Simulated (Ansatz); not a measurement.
# Ca3ZrN3: the cost of one run

Program: Ansatz 0.2.0. Level of theory: DFT PBE, scalar-relativistic, plane waves, PAW, unless a step names another level. These are calculated values, not measurements.

10 further runs of the same task are left out: 10 set aside as unsound or not needed.

## Step 1: The formula and the candidates

Pauling electronegativities: Ca 1.00, Zr 1.33, N 3.04 (spread 2.04). The formula balances with common oxidation states: Zr +3, Ca +2, N -3. Tabulated atomic sizes suggest about 16 Å³/atom. 33 candidates were drawn, by swapping species into database cells of other compounds, at random by space group and Wyckoff sites, or by hand, as the table says:

```tsv
name	made from	space group no.	Wyckoff sites	atoms (primitive cell)	V (Å³/atom)
c01	database cell of Mg3NF3	221	Ca 3c; Zr 1b; N 3d	7	13.9
c02	database cell of Ca3BN3	123	Ca 2h, 1a; Zr 1b; N 2g, 1c	7	16.0
c03	built by hand: anion-deficient rocksalt M4X3, tetragonal cation order	123	Ca 1a, 2e; Zr 1c; N 2f, 1b	7	16.3
c04	random	166	Ca 3a, 6c; Zr 3b; N 9e	7	18.6
c05	built by hand: Ba3CrN3 / Sr3CrN3 hexagonal	176	Ca 6h; Zr 2c; N 6h	14	16.3
c06	random	166	Ca 9d; Zr 3b; N 3a, 6c	7	20.6
c07	random	123	Ca 2e, 1b; Zr 1c; N 2f, 1a	7	16.9
c08	random	187	Ca 2g, 1a; Zr 1e; N 1f, 2h	7	18.3
c09	random	65	Ca 4e, 2d; Zr 2b; N 4l, 2a	7	16.7
c10	random	166	Ca 9e; Zr 3a; N 3b, 6c	7	17.6
c11	random	12	Ca 4f, 2d; Zr 2a; N 2b, 4e	7	16.8
c12	random	187	Ca 1e, 1f, 1b; Zr 1a; N 1d, 2i	7	18.1
c13	random	164	Ca 2d, 1b; Zr 1a; N 3e	7	18.2
c14	built by hand: anion-deficient rocksalt M4X3, cubic ordered	221	Ca 3c; Zr 1a; N 3d	7	16.3
c15	random	191	Ca 3f; Zr 1b; N 2d, 1a	7	20.5
c16	random	166	Ca 9d; Zr 3a; N 3b, 6c	7	19.9
c17	random	166	Ca 9e; Zr 3b; N 6c, 3a	7	20.8
c18	random	65	Ca 4f, 2a; Zr 2b; N 4h, 2d	7	17.4
c19	database cell of LiCu3O3	221	Ca 3d; Zr 1b; N 3c	7	14.9
c20	built by hand: Ca3CrN3	63	Ca 4c, 8g; Zr 4c; N 8g, 4c	14	16.3
c21	random	22	Ca 4c, 8g; Zr 4d; N 8i, 4a	7	19.7
c22	random	3	Ca 1a, 1d, 1b; Zr 1d; N 1b, 2e	7	17.6
c23	random	187	Ca 2h, 1f; Zr 1b; N 2g, 1a	7	16.9
c24	database cell of Mg3BN3	47	Ca 1a, 2t; Zr 1c; N 1f, 2q	7	14.3
c25	random	156	Ca 3d; Zr 1a; N 3d	7	20.3
c26	random	166	Ca 9e; Zr 3a; N 9d	7	19.0
c27	database cell of Ca3PCl3	221	Ca 3d; Zr 1a; N 3c	7	17.7
c28	random	166	Ca 6c, 3b; Zr 3a; N 9e	7	20.5
c29	random	191	Ca 3f; Zr 1a; N 3g	7	16.9
c30	random	12	Ca 4e, 2d; Zr 2a; N 2b, 4i	7	18.4
c31	random	191	Ca 3g; Zr 1a; N 2c, 1b	7	19.2
c32	random	160	Ca 9b; Zr 3a; N 3a, 3a, 3a	7	16.3
c33	random	221	Ca 3c; Zr 1a; N 3d	7	17.3
```

## Step 2: Screening run of c12

input.yaml

```yaml
crystal:
  lattice:
    - [4.59084633, 0.0, 0.0]
    - [-2.29542316, 3.97578954, 0.0]
    - [0.0, 0.0, 6.94995707]
  atoms:
    - { symbol: Ca, position: [0.0, 0.0, 0.0] }
    - { symbol: Ca, position: [0.0, 0.0, 0.5] }
    - { symbol: Ca, position: [0.33333333, 0.66666667, 0.5] }
    - { symbol: Zr, position: [0.33333333, 0.66666667, 0.0] }
    - { symbol: "N", position: [0.66666667, 0.33333333, 0.5] }
    - { symbol: "N", position: [0.0, 0.0, 0.27877882] }
    - { symbol: "N", position: [0.0, 0.0, 0.72122118] }
basis:
  ecutwfc: 420
kpoints:
  mp_grid: { grid: [3, 3, 2] }
hamiltonian:
  xc: pbe
scf:
  occupations: { method: gaussian, width: 0.15 }
  lower_state_search: "off"
output:
  forces: true
  stress: true
  eigenvalues: true
relax:
  adjacent_minimum: "off"
  f_tol: 0.08
  max_steps: 16
  cell: { stress_tol: 0.8 }
```

Started as:

```sh
> ansatz run input.yaml --threads 1 --pin off --max-ram 2560MiB --backend cpu --events-out ev --progress --plain --runs-dir out
```

What time and memory should one allow on 1 thread of AMD EPYC 7R43 (Zen 3), shared host?

About 30 s, with a peak of 0.44 GiB.
